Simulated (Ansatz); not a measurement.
# LuH3, space group I4/mmm: a frozen displacement of one atom

Program: Ansatz 0.2.0 through its Python package.

Notebook, run cell by cell (the value of a cell's last expression is shown):

**Cell 1**
```python
import warnings

import ansatz as az
from ase import Atoms
import numpy as np
```

**Cell 2**
```python
warnings.simplefilter('ignore', az.DeckWarning)
```

**Cell 3**
```python
atoms = Atoms(
    ['Lu', 'H', 'H', 'H'],
    scaled_positions=[
        [0.0, 0.0, 0.0],
        [0.75, 0.25, 0.5],
        [0.25, 0.75, 0.5],
        [0.5, 0.5, 0.0],
    ],
    cell=[
        [-1.674081, 1.674081, 2.782202],
        [1.674081, -1.674081, 2.782202],
        [1.674081, 1.674081, -2.782202],
    ],
    pbc=True,
)
xtal = az.Crystal.from_ase(atoms)
```

**Cell 4**
```python
xtal.resolved().tree()['lattice']
```
Output:
```text
((-1.674081, 1.674081, 2.782202), (1.674081, -1.674081, 2.782202), (1.674081, 1.674081, -2.782202))
```

**Cell 5**
```python
inverse = np.linalg.inv(np.array(xtal.lattice.vectors))
home = np.array(xtal.sites[1].position)
values = np.linspace(-0.05, 0.05, 5)
energies, pulls = [], []
for shift in values:
    moved = xtal.move(1, to=home + shift * inverse[0])
    base = (
        moved.calculation()
        .functional('PBEsol')
        .pseudopotentials('paw')
        .basis(41 * az.Ry)
        .kpoints(11)
        .occupations('fermi_dirac', width=0.15)
        .forces()
    )
    data = base.run().report
    energies.append(data['free_energy_ev'])
    pulls.append(data['forces_ev_ang'][1][0])

# the force is minus the slope of the free energy
print('shift (A)   dE (eV)   force along x (eV/A)')
for shift, e, f in zip(values, energies, pulls):
    print(f'{shift:8.3f} {e - energies[2]:10.5f} {f:12.4f}')
print(f'stiffness from energies {2 * np.polyfit(values, energies, 2)[0]:.3f}, from forces {-np.polyfit(values, pulls, 1)[0]:.3f} eV/A^2')
```
Output:
```text
shift (A)   dE (eV)   force along x (eV/A)
  -0.050    0.00492       0.1969
  -0.025    0.00123       0.0983
   0.000    0.00000      -0.0000
   0.025    0.00123      -0.0983
   0.050    0.00492      -0.1969
stiffness from energies 3.936, from forces 3.937 eV/A^2
```

The curvature of the energy gives 3.936 eV/Å² and the slope of the force 3.937 eV/Å², a positive curvature.

In a metal a curvature from energy changes of a few meV or less hangs on mesh and smearing, in size and even in sign. The structure comes from a database of computed cells and needn't be a stable or known phase. All periodic images of the atom move with it, so the curvature is one diagonal element of the zone-centre force constants and no normal mode; a positive value doesn't exclude soft modes in which several atoms move. Wall time of the script: 120 s on 1 thread of Intel(R) Xeon(R) Processor @ 2.30GHz, on a shared host, peak memory 0.78 GiB.
